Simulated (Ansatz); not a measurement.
# BCl₂GeH₃: basis-set convergence

The task here is to estimate one member of a computed series from the others.

Program: Ansatz 0.2.0, Gaussian basis. Level of theory: one geometry, several basis sets. These are calculated values, not measurements.

Plan: PBE0-D4/def2-SVP; ωB97M-V/def2-SVP; PBE0-D4/def2-QZVPP; ωB97M-V/def2-QZVPP; the functionals' def2-TZVPP values are taken from earlier runs.

## The geometry

All runs share one geometry, relaxed beforehand with PBE0-D4 in a triple-zeta def2 set.

SMILES `Cl[B](Cl)[GeH3]`, 7 atoms, charge 0, spin multiplicity 1.

Atoms are counted from 1 here; the program's logs count them from 0.

Bond lengths: Cl1–B2 1.741 Å, B2–Cl3 1.743 Å, B2–Ge4 2.068 Å, Ge4–H5 1.538 Å, Ge4–H6 1.538 Å, Ge4–H7 1.535 Å. Angles: Cl1–B2–Cl3 118.5°, Cl1–B2–Ge4 121.7°, Cl3–B2–Ge4 119.8°, B2–Ge4–H5 109.4°, B2–Ge4–H6 109.3°, B2–Ge4–H7 111.8°, H5–Ge4–H6 107.9°, H5–Ge4–H7 109.2°, H6–Ge4–H7 109.2°.

As a file:

```mol
BCl2GeH3
  3D, bonds by distance, orders not assigned

  7  6  0  0  0  0  0  0  0  0999 V2000
    1.7495   -1.4282    1.2087 Cl  0  0
    0.2064   -1.0219    0.5115 B   0  0
   -1.0824   -2.1918    0.6047 Cl  0  0
   -0.1231    0.7985   -0.4122 Ge  0  0
   -0.5562    0.5606   -1.8683 H   0  0
   -1.2661    1.5343    0.3067 H   0  0
    1.1333    1.6805   -0.3967 H   0  0
  1  2  8  0
  2  3  8  0
  2  4  8  0
  4  5  8  0
  4  6  8  0
  4  7  8  0
M  END
```

Set-up of the first run:

in.yaml

```yaml
crystal:
  periodic: [false, false, false]
  atoms:
    - {symbol: Cl, position_ang: [1.749483, -1.428176, 1.208661]}
    - {symbol: B, position_ang: [0.206434, -1.021888, 0.511498]}
    - {symbol: Cl, position_ang: [-1.082439, -2.191765, 0.604683]}
    - {symbol: Ge, position_ang: [-0.123133, 0.798523, -0.412224]}
    - {symbol: H, position_ang: [-0.556201, 0.560552, -1.868343]}
    - {symbol: H, position_ang: [-1.266108, 1.534322, 0.306687]}
    - {symbol: H, position_ang: [1.133265, 1.680531, -0.396661]}
basis:
  gaussian: {orbitals: def2-SVP}
hamiltonian: {xc: pbe0, dispersion: d4}
output: {orbitals: {seedname: orbitals}}
```

Started as:

```bash
$ ansatz run in.yaml --threads 2 --pin off --events-out ev --progress --plain --max-ram 32768MiB --backend cpu
```

Among the steps run: PBE0-D4 in def2-SVP; ωB97M-V in def2-SVP; PBE0-D4 in def2-QZVPP; ωB97M-V in def2-QZVPP.

One of the session's tables, all rows but one given; the rest of the session is left out.

It belongs to the step «Density functionals: the series». 

```
functional       basis  HOMO (eV)  LUMO (eV)
   PBE0-D4    def2-SVP          ?          ?
   PBE0-D4  def2-TZVPP      -8.28      -2.11
   PBE0-D4  def2-QZVPP      -8.30      -2.16
   ωB97M-V    def2-SVP     -10.26       0.21
   ωB97M-V  def2-TZVPP     -10.39      -0.04
   ωB97M-V  def2-QZVPP     -10.42      -0.11
```

Estimate the missing values for PBE0-D4, def2-SVP.

The run gave: HOMO (eV): -8.19; LUMO (eV): -1.91. In the column «HOMO (eV)» it is the highest.
